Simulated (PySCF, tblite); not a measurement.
# C3H7FN2Si: geometry, infrared bands and NMR shifts

Aim: predict the infrared bands and NMR shifts of C3H7FN2Si (`[H]/N=C/C(=C)[Si@@H](N)F`).

Computed with tblite 0.8.0 and PySCF 2.14.0, with density-fitted response routines of our own, on a single molecule in the gas phase. Atoms count from 0, in the outputs and in this text.

## Step 1: The starting structure

14 atoms, charge 0, multiplicity 1; geometry from: force field or distance geometry start.

Bonds of the start (Å): C0–C1 1.33, C1–C2 1.47, C2–N3 1.28, C1–Si4 1.83, Si4–N5 1.76, Si4–F6 1.69, C0–H7 1.08, C0–H8 1.08, C2–H9 1.08, N3–H10 1.04, Si4–H11 1.49, N5–H12 1.03, N5–H13 1.03.

## Step 2: Optimising the geometry with GFN2-xTB

What the job is given:

```
{"job": {"kind": "relax", "xc": "GFN2-xTB", "basis": "xTB"}, "charge": 0, "multiplicity": 1}
C     -0.563300    -1.197900     1.342300
C     -0.076100    -0.545100     0.289500
C      1.351600    -0.681800    -0.026500
N      2.163200    -1.403300     0.653400
Si    -1.143700     0.518500    -0.749100
N     -0.693900     2.214200    -0.684900
F     -1.122900     0.006400    -2.360000
H     -1.613300    -1.070800     1.558800
H      0.031600    -1.833700     1.984900
H      1.743500    -0.151600    -0.877300
H      3.157500    -1.437900     0.340700
H     -2.535800     0.366200    -0.249300
H     -0.507600     2.615600     0.249100
H     -0.191700     2.600700    -1.493700
```

Command:

```console
> OMP_NUM_THREADS=1 python probes_run.py task.json out
```

One launch serves the whole session: the jobs run in the order shown.

The program printed:

```text
step      E/eV     max force
  0    -606.53952    2.348
  1    -606.73356    1.316
  2    -606.79777    0.926
  3    -606.82359    0.744
  4    -606.83960    0.367
  5    -606.84757    0.254
  6    -606.85201    0.215
  7    -606.85615    0.220
  8    -606.86078    0.222
  9    -606.86690    0.236
 10    -606.87205    0.206
 11    -606.87514    0.145
 12    -606.87780    0.144
 13    -606.88149    0.201
 14    -606.88588    0.202
 15    -606.88922    0.139
 16    -606.89084    0.096
 17    -606.89178    0.086
 18    -606.89286    0.092
 19    -606.89378    0.074
 20    -606.89437    0.060
 21    -606.89483    0.056
 22    -606.89542    0.072
 23    -606.89617    0.098
 24    -606.89692    0.094
 25    -606.89751    0.054
 26    -606.89800    0.061
 27    -606.89857    0.071
 28    -606.89924    0.069
 29    -606.89989    0.063
 30    -606.90052    0.067
 31    -606.90125    0.075
 32    -606.90237    0.135
 33    -606.90423    0.202
 34    -606.90719    0.242
 35    -606.91143    0.267
 36    -606.90345    0.997
 37    -606.89428    0.997
 38    -606.90446    0.721
 39    -606.92074    0.485
 40    -606.92501    0.149
 41    -606.92690    0.149
 42    -606.92840    0.161
 43    -606.93171    0.082
 44    -606.93320    0.105
 45    -606.93417    0.133
 46    -606.93517    0.100
 47    -606.93586    0.078
 48    -606.93659    0.087
 49    -606.93738    0.142
 50    -606.93823    0.151
 51    -606.93896    0.113
 52    -606.93959    0.063
 53    -606.94012    0.070
 54    -606.94068    0.110
 55    -606.94146    0.123
 56    -606.94262    0.108
 57    -606.94394    0.117
 58    -606.94504    0.082
 59    -606.94565    0.129
 60    -606.94607    0.071
 61    -606.94647    0.065
 62    -606.94777    0.056
 63    -606.94820    0.074
 64    -606.94864    0.042
 65    -606.94888    0.055
 66    -606.94917    0.037
 67    -606.94942    0.038
 68    -606.94969    0.046
 69    -606.94988    0.036
 70    -606.95004    0.035
 71    -606.95015    0.027
 72    -606.95026    0.032
 73    -606.95034    0.031
 74    -606.95040    0.024
 75    -606.95046    0.025
 76    -606.95053    0.026
 77    -606.95061    0.026
 78    -606.95069    0.029
 79    -606.95076    0.024
 80    -606.95081    0.024
 81    -606.95087    0.022
 82    -606.95092    0.020
 83    -606.95096    0.019
 84    -606.95102    0.022
 85    -606.95110    0.039
 86    -606.95121    0.033
 87    -606.95135    0.037
 88    -606.95150    0.028
 89    -606.95160    0.026
 90    -606.95169    0.034
 91    -606.95183    0.037
 92    -606.95194    0.031
 93    -606.95201    0.027
 94    -606.95207    0.018
 95    -606.95214    0.026
 96    -606.95223    0.031
 97    -606.95234    0.030
 98    -606.95246    0.027
 99    -606.95257    0.032
100    -606.95267    0.028
101    -606.95275    0.030
102    -606.95284    0.024
103    -606.95290    0.023
104    -606.95296    0.027
105    -606.95306    0.033
106    -606.95313    0.067
107    -606.95335    0.037
108    -606.95351    0.040
109    -606.95365    0.023
110    -606.95373    0.040
111    -606.95385    0.029
112    -606.95404    0.043
113    -606.95422    0.066
114    -606.95439    0.060
115    -606.95462    0.084
116    -606.95491    0.056
117    -606.95530    0.051
118    -606.95556    0.029
119    -606.95558    0.107
120    -606.95574    0.021
121    -606.95580    0.018
122    -606.95591    0.011
123    -606.95592    0.012
124    -606.95593    0.007
```

It took 1.2 s on 1 thread of Arm Neoverse N1, shared host.

The steps of the relaxation: (not every step is listed)

| step | energy from step 0 (eV) | largest force (eV/Å) |
| --- | --- | --- |
| 0 | 0.0000 | 2.3479 |
| 1 | -0.1940 | 1.3160 |
| 2 | -0.2582 | 0.9261 |
| 3 | -0.2841 | 0.7442 |
| 4 | -0.3001 | 0.3670 |
| 5 | -0.3080 | 0.2538 |
| 6 | -0.3125 | 0.2150 |
| 7 | -0.3166 | 0.2205 |
| 8 | -0.3213 | 0.2223 |
| 19 | -0.3543 | 0.0739 |
| 30 | -0.3610 | 0.0673 |
| 41 | -0.3874 | 0.1491 |
| 52 | -0.4001 | 0.0629 |
| 63 | -0.4087 | 0.0736 |
| 74 | -0.4109 | 0.0242 |
| 85 | -0.4116 | 0.0386 |
| 96 | -0.4127 | 0.0315 |
| 107 | -0.4138 | 0.0366 |
| 118 | -0.4160 | 0.0287 |
| 119 | -0.4161 | 0.1073 |
| 120 | -0.4162 | 0.0209 |
| 121 | -0.4163 | 0.0177 |
| 122 | -0.4164 | 0.0114 |
| 123 | -0.4164 | 0.0117 |
| 124 | -0.4164 | 0.0070 |

Distances of close pairs at the start and the end, largest changes first:

| bond | before (Å) | after (Å) | change (Å) |
| --- | --- | --- | --- |
| Si4–F6 | 1.690 | 1.615 | -0.075 |
| C1–Si4 | 1.830 | 1.886 | +0.056 |
| Si4–N5 | 1.756 | 1.714 | -0.041 |
| Si4–H11 | 1.487 | 1.458 | -0.029 |
| N5–H12 | 1.034 | 1.006 | -0.028 |
| N3–H10 | 1.043 | 1.018 | -0.025 |
| C2–H9 | 1.076 | 1.099 | +0.022 |
| C2–N3 | 1.281 | 1.260 | -0.021 |

The final coordinates are the input of the step that follows.

## Step 3: Vibrational analysis with GFN2-xTB

What the job is given:

```
{"job": {"kind": "ir", "xc": "GFN2-xTB", "basis": "xTB"}, "charge": 0, "multiplicity": 1}
C     -0.576205    -1.245405     1.375124
C     -0.085858    -0.592037     0.322509
C      1.314738    -0.782943    -0.057422
N      2.181299    -1.118580     0.793810
Si    -1.122407     0.562688    -0.750262
N     -0.407522     2.119263    -0.684783
F     -0.970765     0.149613    -2.304156
H     -1.601797    -1.137949     1.687169
H      0.046517    -1.914067     1.947266
H      1.527562    -0.591910    -1.118252
H      3.126874    -1.226314     0.433026
H     -2.550329     0.414644    -0.497566
H     -0.217324     2.552620     0.202551
H     -0.665460     2.809903    -1.371182
```

The program printed:

```text
mode    cm-1     km/mol
  1      22.9      3.10
  2      60.5      8.44
  3     122.0      9.40
  4     145.8      6.13
  5     185.6      4.47
  6     254.0     16.30
  7     275.6      1.96
  8     333.3     21.37
  9     364.3     27.06
 10     459.9     12.81
 11     501.0    219.01
 12     604.7     28.70
 13     659.3    167.93
 14     671.2     80.70
 15     735.8     10.63
 16     770.9     43.01
 17     813.5     14.96
 18     848.3    306.20
 19     921.1     25.12
 20     931.2    188.36
 21     952.8     45.30
 22    1009.4     24.75
 23    1181.8     50.27
 24    1199.8     25.07
 25    1382.1     19.25
 26    1395.2     14.55
 27    1504.4     64.84
 28    1642.5     25.98
 29    1697.4    114.91
 30    2291.1    289.71
 31    2839.9    116.85
 32    3090.1     18.25
 33    3119.0     25.99
 34    3334.6     24.92
 35    3480.1      7.72
 36    3525.9      2.89
```

Run time: 0.67 s. Hardware: 1 thread of Arm Neoverse N1, shared host.

Which atoms move in the most intense modes:

| cm⁻¹ | km/mol | atoms |
| --- | --- | --- |
| 501 | 219.0 | H13 36 %, H12 34 %, N5 19 % |
| 659 | 167.9 | H11 82 % |
| 671 | 80.7 | H11 79 % |
| 848 | 306.2 | Si4 33 %, F6 17 %, H13 17 %, H12 15 % |
| 931 | 188.4 | N5 36 %, Si4 31 % |
| 1697 | 114.9 | C2 52 %, N3 34 % |
| 2291 | 289.7 | H11 97 % |
| 2840 | 116.8 | H9 93 % |

## Step 4: Nuclear shieldings: PBE0/pcSseg-1

Same as in step 3 but for these lines:

```diff
@@ -1,2 +1,2 @@
-{"job": {"kind": "ir", "xc": "GFN2-xTB", "basis": "xTB"}, "charge": 0, "multiplicity": 1}
+{"job": {"kind": "nmr", "xc": "PBE0", "basis": "pcSseg-1"}, "charge": 0, "multiplicity": 1}
 C     -0.576205    -1.245405     1.375124
```

Method: GIAO PBE0/pcSseg-1 NMR shielding, non-relativistic, gas phase.

The program printed:

```text
coarse grid: 12432 points
cycle   1  E = -616.7473943677  dE =  7.963e-01  |g| = 7.278e-01  |ddm| = 3.478e+00
cycle   2  E = -616.6468121312  dE =  1.006e-01  |g| = 1.061e+00  |ddm| = 1.522e+00
cycle   3  E = -616.8467079133  dE = -1.999e-01  |g| = 1.180e-01  |ddm| = 9.627e-01
cycle   4  E = -616.8493445116  dE = -2.637e-03  |g| = 5.617e-02  |ddm| = 1.345e-01
cycle   5  E = -616.8500131544  dE = -6.686e-04  |g| = 1.547e-02  |ddm| = 5.785e-02
cycle   6  E = -616.8500602093  dE = -4.705e-05  |g| = 3.564e-03  |ddm| = 1.492e-02
cycle   7  E = -616.8500629478  dE = -2.739e-06  |g| = 1.218e-03  |ddm| = 3.848e-03
final grid: 116744 points
cycle   8  E = -616.8910944785  dE = -2.424e-05  |g| = 8.297e-03  |ddm| = 2.121e-02
cycle   9  E = -616.8910843292  dE =  1.015e-05  |g| = 1.088e-02  |ddm| = 1.538e-02
cycle  10  E = -616.8911095843  dE = -2.526e-05  |g| = 1.382e-03  |ddm| = 9.134e-03
cycle  11  E = -616.8911100199  dE = -4.357e-07  |g| = 4.175e-04  |ddm| = 1.457e-03
cycle  12  E = -616.8911100553  dE = -3.535e-08  |g| = 1.255e-04  |ddm| = 3.818e-04
cycle  13  E = -616.8911100583  dE = -3.059e-09  |g| = 3.306e-05  |ddm| = 1.182e-04
cycle  14  E = -616.8911100585  dE = -2.062e-10  |g| = 8.745e-06  |ddm| = 4.099e-05
converged SCF energy = -616.8911100585

GIAO shielding tensors (ppm)
atom      isotropic    diamagn.    paramagn.     s11        s22        s33       span
  0 C       43.368     252.730    -209.362    -75.666     31.393    174.376    250.042
  1 C       34.645     264.523    -229.877    -71.528     18.733    156.730    228.258
  2 C       15.611     251.018    -235.407    -96.292      9.372    133.753    230.045
  3 N      -88.802     319.459    -408.261   -440.568    -71.686    245.849    686.417
  4 Si     360.037     879.181    -519.144    349.871    358.808    371.432     21.561
  5 N      240.703     317.903     -77.200    204.133    257.546    260.430     56.297
  6 F      354.103     469.929    -115.826    312.159    369.877    380.272     68.113
  7 H       25.735      31.129      -5.394     22.362     25.431     29.412      7.050
  8 H       24.239      30.721      -6.482     21.386     23.717     27.612      6.226
  9 H       22.906      31.167      -8.261     20.135     21.139     27.444      7.309
 10 H       20.602      29.898      -9.296     12.120     24.316     25.372     13.251
 11 H       26.274      29.306      -3.031     23.492     23.816     31.515      8.023
 12 H       31.189      31.996      -0.807     24.547     27.101     41.917     17.371
 13 H       30.758      29.012       1.746     23.823     26.459     41.992     18.169
```

Wall time 38 s (1 thread of Arm Neoverse N1, shared host); peak memory 0.74 GiB.

The references, computed at this level on geometries of the same kind, shield at (ppm): 1H TMS 31.72, 13C TMS 186.9, 29Si TMS 349.2, 19F CFCl3 170.9, 15N NH3 267.7. Their shielding less the atom's gives the shift. The references are single molecules in the gas phase, so shifts against H2O, NH3, PH3, H3PO4 or CFCl3 are not on the usual liquid scales and can be off by tens of ppm. Atoms listed in one row are averaged.

| atoms | environment | σ (ppm) | δ (ppm) |
| --- | --- | --- | --- |
| C2 | carbon bonded to C, N, H | 15.6 | 171.3 |
| C1 | carbon bonded to 2 C, Si | 34.6 | 152.3 |
| C0 | carbon bonded to C, 2 H | 43.4 | 143.6 |
| H10 | hydrogen on a nitrogen bonded to C | 20.60 | 11.11 |
| H9 | hydrogen on a carbon bonded to C, N | 22.91 | 8.81 |
| H8 | hydrogen on a carbon bonded to C | 24.24 | 7.48 |
| H7 | hydrogen on a carbon bonded to C | 25.73 | 5.98 |
| H11 | hydrogen on a silicon bonded to C, F, N | 26.27 | 5.44 |
| H12, H13 | hydrogen on a nitrogen bonded to Si | 30.97 | 0.74 |
| N3 | nitrogen bonded to C, H | -88.8 | 356.5 |
| N5 | nitrogen bonded to Si, 2 H | 240.7 | 27.0 |
| Si4 | silicon bonded to C, F, N, H | 360.0 | -10.9 |
| F6 | fluorine bonded to Si | 354.1 | -183.2 |

Charges from the same density, by scheme (e):

| atoms | Mulliken | IAO | Hirshfeld | ESP fit |
| --- | --- | --- | --- | --- |
| C0 | -0.02 | -0.24 | -0.06 | -0.25 |
| C1 | -0.58 | -0.33 | -0.10 | -0.27 |
| C2 | 0.11 | 0.05 | 0.05 | 0.39 |
| N3 | -0.35 | -0.44 | -0.22 | -0.67 |
| Si4 | 1.14 | 1.30 | 0.45 | 0.89 |
| N5 | -0.63 | -0.85 | -0.32 | -1.01 |
| F6 | -0.43 | -0.54 | -0.21 | -0.33 |

Mayer bond orders: C0–C1 1.93, C1–C2 1.02, C2–N3 2.02, C1–Si4 0.83, Si4–N5 1.07, Si4–F6 0.92.

## Step 5: Summary of results

| quantity | value |
| --- | --- |
| strongest single infrared mode (GFN2-xTB) | 848 cm⁻¹, 306 km/mol |
| zero-point energy (GFN2-xTB) | 61.9 kcal/mol |
| 13C shifts against TMS (PBE0/pcSseg-1) | 171.3, 152.3, 143.6 ppm |
| 1H shifts against TMS (PBE0/pcSseg-1, means over atoms taken as alike) | 11.11, 8.81, 7.48, 5.98, 5.44, 0.74 ppm |
| 15N shifts against NH3 (PBE0/pcSseg-1) | 356.5, 27.0 ppm |
| 29Si shifts against TMS (PBE0/pcSseg-1) | -10.9 ppm |
| 19F shifts against CFCl3 (PBE0/pcSseg-1) | -183.2 ppm |

**Reading.** Relaxing lowered the energy by 0.416 eV in 124 steps; the close pair that moved most is Si4–F6, from 1.690 to 1.615 Å. No mode is imaginary among the 36: a minimum at this level. The strongest single mode, at 848 cm⁻¹, has its largest shares on Si4, F6, H13 and H12 (the list is cut at 4 atoms). Unscaled tight-binding wavenumbers are off by several per cent, some by more. Its intensities can rank the bands wrongly. At PBE0/pcSseg-1: The largest span, 686 ppm, is at N3, where the paramagnetic term is -408 ppm.
